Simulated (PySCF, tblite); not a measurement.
# C₆H₁₂ClFO: geometry, infrared bands and NMR shifts

Wanted: the infrared bands and NMR shifts of C₆H₁₂ClFO (`CO[C@@](C)(CCl)[C@H](C)F`), by calculation.

Programs: tblite 0.8.0 and PySCF 2.14.0, with density-fitted response routines of our own. Each step states its level of theory. These are calculated values for one molecule in the gas phase, unless marked as measured. Atoms are numbered from 0 throughout.

**1. The starting structure**

21 atoms, charge 0, multiplicity 1; geometry from: force field or distance geometry start.

Bonds of the start (Å): C0–O1 1.43, O1–C2 1.44, C2–C3 1.56, C2–C4 1.54, C4–Cl5 1.79, C2–C6 1.56, C6–C7 1.52, C6–F8 1.37, C0–H9 1.08, C0–H10 1.09, C0–H11 1.10, C3–H12 1.08, C3–H13 1.08, C3–H14 1.10, C4–H15 1.10, C4–H16 1.09, C6–H17 1.10, C7–H18 1.10, C7–H19 1.09, C7–H20 1.10.

**2. Geometry optimisation with GFN2-xTB**

Job settings and geometry (Å):

```
{"job": {"kind": "relax", "xc": "GFN2-xTB", "basis": "xTB"}, "charge": 0, "multiplicity": 1}
C      1.695500     1.310600     0.520800
O      0.807800     0.941000    -0.542500
C      0.121800    -0.320900    -0.386100
C     -0.643700    -0.487400    -1.730600
C      1.053000    -1.526200    -0.139400
Cl     2.283700    -1.749400    -1.422500
C     -0.925400    -0.277500     0.764600
C     -1.804000     0.961600     0.821000
F     -0.258600    -0.355100     1.964200
H      2.521900     0.618700     0.615400
H      2.093800     2.296100     0.275700
H      1.155700     1.397400     1.475300
H      0.037600    -0.492700    -2.566300
H     -1.324900     0.338200    -1.907900
H     -1.221100    -1.418000    -1.738000
H      1.600100    -1.423500     0.806400
H      0.482200    -2.453300    -0.093600
H     -1.563700    -1.177700     0.723400
H     -2.447200     1.044200    -0.061800
H     -1.211800     1.872500     0.918700
H     -2.461700     0.918500     1.702700
```

Run with:

```bash
> OMP_NUM_THREADS=1 python probes_run.py task.json out
```

This one command runs all jobs of the session in turn.

**Question.** This job is followed by: GFN2-xTB harmonic vibrations, gas phase; GIAO PBE0/pcSseg-1 NMR shielding, non-relativistic, gas phase. Predict these results of the whole session: strongest single infrared mode (GFN2-xTB); zero-point energy (GFN2-xTB); 13C shifts against TMS (PBE0/pcSseg-1); 1H shifts against TMS (PBE0/pcSseg-1, means over atoms taken as alike); 17O shifts against H2O (PBE0/pcSseg-1); 35Cl shifts against HCl (PBE0/pcSseg-1); 19F shifts against CFCl3 (PBE0/pcSseg-1); surface potential, 1st and 99th percentile.

As calculated:

```
                                                              quantity                                    value
                             strongest single infrared mode (GFN2-xTB)                     1098 cm⁻¹, 61 km/mol
                                          zero-point energy (GFN2-xTB)                           107.7 kcal/mol
                                13C shifts against TMS (PBE0/pcSseg-1)  100.9, 80.9, 54.1, 52.4, 23.9, 17.5 ppm
1H shifts against TMS (PBE0/pcSseg-1, means over atoms taken as alike)   4.55, 4.49, 3.64, 3.33, 1.57, 1.07 ppm
                                17O shifts against H2O (PBE0/pcSseg-1)                                 32.9 ppm
                               35Cl shifts against HCl (PBE0/pcSseg-1)                                   37 ppm
                              19F shifts against CFCl3 (PBE0/pcSseg-1)                               -204.8 ppm
                                 surface potential, 1st and 99th percentile                       -1.31 V and 1.14 V
```

The optimisation took 65 steps and gained 0.125 eV; among the close pairs (by a distance rule), O1–C2 changed most, from 1.445 to 1.412 Å. No mode is imaginary among the 57: a minimum at this level. The strongest single mode, at 1098 cm⁻¹, has its largest shares on C6, C7 and H18 (the list is cut at 3 atoms). Unscaled tight-binding wavenumbers are off by several per cent, some by more. Its intensities can rank the bands wrongly. At PBE0/pcSseg-1: The widest tensor belongs to Cl5: span 279 ppm, with a paramagnetic part of -234 ppm.
